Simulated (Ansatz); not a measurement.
CSe2:

```
CELL_PARAMETERS angstrom
3.56977 -2.99478 0.00000
3.56977 2.99478 0.00000
0.00000 0.00000 9.46265
ATOMIC_POSITIONS crystal
Se 0.21242 0.78758 0.87938
Se 0.78758 0.21242 0.12061
Se 0.28758 0.71242 0.37938
Se 0.71242 0.28758 0.62062
C 0.00000 0.00000 0.00000
C 0.50000 0.50000 0.50000
```

The cell comes from a database or a generator and needn't be the stable form of this composition.

* Program: Ansatz 0.2.0
* Task: relaxation of cell and atoms
* Functional: r2SCAN
* Potentials or basis: Ansatz PAW
* Cutoff: 500 eV (not typed: the program's choice for these potentials)
* k mesh: 6 × 6 × 3
* Occupations: fermi-dirac, width 0.05 eV
* Spin: no spin polarisation

At the start: volume 33.72 Å³/atom.

Where does the relaxation end?

It ends after 7 steps and the volume is 31.45 Å³/atom (-6.7 %); space group Cmce (No. 64, to 0.05 Å).

Step by step:
```
step  energy change (eV)  largest force (eV/Å)  volume (Å³)
   1              0.0000                0.6428       202.32
   2             -0.0200                0.2849       197.49
   3             -0.0282                0.0769       194.28
   4             -0.0322                0.0443       191.39
   5             -0.0338                0.0060       189.40
   6             -0.0339                0.0054       188.70
   7             -0.0333                0.0053       188.70
```

Final structure:
```cif
data_structure
_symmetry_space_group_name_H-M 'P 1'
_symmetry_Int_Tables_number 1
_cell_length_a 4.5536
_cell_length_b 4.5536
_cell_length_c 9.1870
_cell_angle_alpha 90.000
_cell_angle_beta 90.000
_cell_angle_gamma 82.139
_cell_volume 188.70
loop_
_atom_site_label
_atom_site_type_symbol
_atom_site_fract_x
_atom_site_fract_y
_atom_site_fract_z
_atom_site_occupancy
Se1 Se 0.20982 0.79018 0.87636 1
Se2 Se 0.79018 0.20982 0.12364 1
Se3 Se 0.29018 0.70982 0.37636 1
Se4 Se 0.70982 0.29018 0.62364 1
C1 C 0.00000 0.00000 0.00000 1
C2 C 0.50000 0.50000 0.50000 1
```

Caveat: the plane-wave basis is chosen anew once the cell has moved, so the energies of steps on either side of that aren't comparable; the PAW data sets come from PBE, with cores solved anew for the run's functional, which leaves a small shift of forces and pressure.
